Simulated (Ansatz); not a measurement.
# CH7FO2SiSn: geometry optimisation

What shape does CH7FO2SiSn take? The plan is to relax it.

The runs use Ansatz 0.2.0, Gaussian basis; RKS PBE0-D4/def2-TZVP.

The runs, in order: relaxation at PBE0-D4/def2-TZVP.

1 further run of the same task is left out (set aside as unsound or not needed).

**1. The system as given**

SMILES `C[O][SnH]([F])[O][SiH3]`, 13 atoms, charge 0, spin multiplicity 1.

Atoms are counted from 1 here; the program's logs count them from 0.

Bond lengths: C1–O2 1.413 Å, C1–H7 1.093 Å, C1–H8 1.093 Å, C1–H9 1.091 Å, O2–Sn3 1.942 Å, Sn3–F4 1.949 Å, Sn3–O5 1.922 Å, Sn3–H10 1.665 Å, O5–Si6 1.631 Å, Si6–H11 1.468 Å, Si6–H12 1.458 Å, Si6–H13 1.462 Å. Angles: O2–C1–H7 111.9°, O2–C1–H8 112.0°, O2–C1–H9 105.3°, H7–C1–H8 109.4°, H7–C1–H9 109.0°, H8–C1–H9 109.1°, C1–O2–Sn3 124.6°, O2–Sn3–F4 104.7°, O2–Sn3–O5 113.8°, O2–Sn3–H10 110.4°, F4–Sn3–O5 103.3°, F4–Sn3–H10 114.9°, O5–Sn3–H10 109.6°, Sn3–O5–Si6 139.5°, O5–Si6–H11 109.5°, O5–Si6–H12 100.0°, O5–Si6–H13 110.9°, H11–Si6–H12 112.7° and more.

The start is a GFN2-xTB geometry. Sn takes the def2 core potential; no spin-orbit term is included.

**2. Geometry optimisation, PBE0-D4/def2-TZVP**

Input file in.yaml:

```yaml
crystal:
  periodic: [false, false, false]
  atoms:
    - {symbol: C, position_ang: [1.225560, 1.212440, -1.403850]}
    - {symbol: O, position_ang: [0.311980, 1.834080, -0.523670]}
    - {symbol: Sn, position_ang: [-1.246650, 0.964140, 0.240390]}
    - {symbol: F, position_ang: [-2.128230, 0.111210, -1.274740]}
    - {symbol: O, position_ang: [-0.824050, -0.513540, 1.394200]}
    - {symbol: Si, position_ang: [-0.049350, -1.948250, 1.340500]}
    - {symbol: H, position_ang: [0.733400, 0.836080, -2.304170]}
    - {symbol: H, position_ang: [1.770020, 0.396760, -0.920240]}
    - {symbol: H, position_ang: [1.932090, 1.994620, -1.685850]}
    - {symbol: H, position_ang: [-2.181040, 2.068250, 1.064450]}
    - {symbol: H, position_ang: [1.384720, -1.722290, 1.124060]}
    - {symbol: H, position_ang: [-0.345130, -2.444690, 2.678810]}
    - {symbol: H, position_ang: [-0.583320, -2.788800, 0.270110]}
basis:
  gaussian: {orbitals: def2-TZVP}
hamiltonian: {xc: pbe0, dispersion: d4}
relax: {f_tol: 0.005, max_steps: 150}
```

Started as:

```
$ ansatz run in.yaml --threads 2 --pin off --events-out ev --progress --plain --max-ram 22528MiB --backend cuda --devices 0, --max-vram 18GiB
```

Before running them: what should the planned runs give, taken together? Wanted: point group; shift from the start; total energy; dispersion term; dipole moment.

As calculated:

| quantity | value |
| --- | --- |
| point group | C1 |
| steps | 44 |
| shift from the start (rms) | 0.602 Å |
| total energy | -21665.7910 eV |
| dispersion term | -263 meV |
| dipole moment | 1.43 D |

The atoms moved 0.60 Å (rms) from the start; the bond that changed most is Sn3–F4, from 1.949 to 1.914 Å. No vibrations were run, so it is not proven to be a minimum. The largest Mulliken charge, +1.22 e, sits on Sn3.
